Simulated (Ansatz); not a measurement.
# AsH₃ (singlet): from Hartree-Fock to the top rungs at distance As1–H4 = 1.881 Å, 6-31G

Aim: climb from Hartree-Fock through coupled cluster and multireference methods for AsH₃ (singlet) at one geometry and basis, and see what each rung misses.

The runs use Ansatz 0.2.0, Gaussian basis; 6-31G, core rule «outside noble gas», up to 14 orbitals frozen.

The runs, in order: UHF; CCSD(T) on RHF; BCCD(T) on RHF; CISD; CCSDT(Q) on RHF; CCSDTQ on RHF; CASSCF and MRCISD+Q, 2 electrons in 2 orbitals; CASSCF and NEVPT2, 2 electrons in 2 orbitals; CASSCF and MRCISD+Q, 8 electrons in 7 orbitals; CASSCF and NEVPT2, 8 electrons in 7 orbitals; Full CI.

20 further runs of the same task are left out: 15 that didn't finish, 5 set aside as unsound or not needed.

## (1) What is computed

The geometry derives from a PBE0/def2-TZVP stationary point (not a proven minimum). One bond is set to the value named and the two fragments are kept rigid. No spin-orbit coupling is included. The filled d shell of As may be among the frozen orbitals whatever the setting's name suggests; the logs give the count.

4 atoms, charge 0, spin multiplicity 1.

Atoms are counted from 1 here; the program's logs count them from 0.

Bond lengths: As1–H2 1.522 Å, As1–H3 1.522 Å. Angles: H2–As1–H3 92.0°.

## (2) UHF

The input, in.yaml:

```yaml
crystal:
  periodic: [false, false, false]
  atoms:
    - {symbol: As, position_ang: [0.002086, 0.003383, -0.035451]}
    - {symbol: H, position_ang: [1.261199, 0.017358, 0.818932]}
    - {symbol: H, position_ang: [-0.646952, 1.090185, 0.809026]}
    - {symbol: H, position_ang: [-0.769307, -1.359005, 1.007149]}
basis:
  gaussian: {orbitals: 6-31G}
magnetization: {spin_polarized: true, initial_magnetization: 0}
hamiltonian: {xc: hf}
output: {orbitals: {seedname: orbitals}}
```

On the command line:

```console
ansatz run in.yaml --threads 1 --pin off --events-out ev --progress --plain --max-ram 2393MiB
```

After this run come: CCSD(T) on RHF; BCCD(T) on RHF; CISD; CCSDT(Q) on RHF; CCSDTQ on RHF; CASSCF and MRCISD+Q, 2 electrons in 2 orbitals; CASSCF and NEVPT2, 2 electrons in 2 orbitals; CASSCF and MRCISD+Q, 8 electrons in 7 orbitals; CASSCF and NEVPT2, 8 electrons in 7 orbitals; Full CI.

Before running them: what should the planned runs give, taken together? Wanted: FCI below the RHF energy; RMP2 from FCI; RCCSD from FCI; RCCSD(T) from FCI; RCCSDT(Q) from FCI; NEVPT2 pair from FCI; MRCISD+Q pair from FCI; NEVPT2 valence from FCI; T1 diagnostic.

The runs gave:

| quantity | value |
| --- | --- |
| FCI below the RHF energy | -2.6220 eV |
| RMP2 from FCI | +759.2 meV |
| RCCSD from FCI | +39.1 meV |
| RCCSD(T) from FCI | +8.6 meV |
| RCCSDT(Q) from FCI | +0.2 meV |
| NEVPT2 pair from FCI | +500.7 meV |
| MRCISD+Q pair from FCI | -12.2 meV |
| NEVPT2 valence from FCI | +183.1 meV |
| levels within 1 kcal/mol (43 meV) | RCCSD, RCCSD(T), BCCD(T), RCCSDT, RCCSDT(Q), RCCSDTQ, MRCISD+Q pair, MRCISD valence, MRCISD+Q valence |
| T1 diagnostic | 0.012 |
| effectively unpaired electrons | 0.07 |

In words: RCCSD(T) lands +8.6 meV from the yardstick (0.3 % of the correlation energy). MRCISD+Q pair falls below full CI: the +Q correction isn't variational, and the cores differ from full CI's. One determinant dominates. Of the multireference levels listed MRCISD+Q valence comes nearest in total energy (+9.6 meV), which doesn't show that its space is the better one. These misses are within one basis, not against nature.
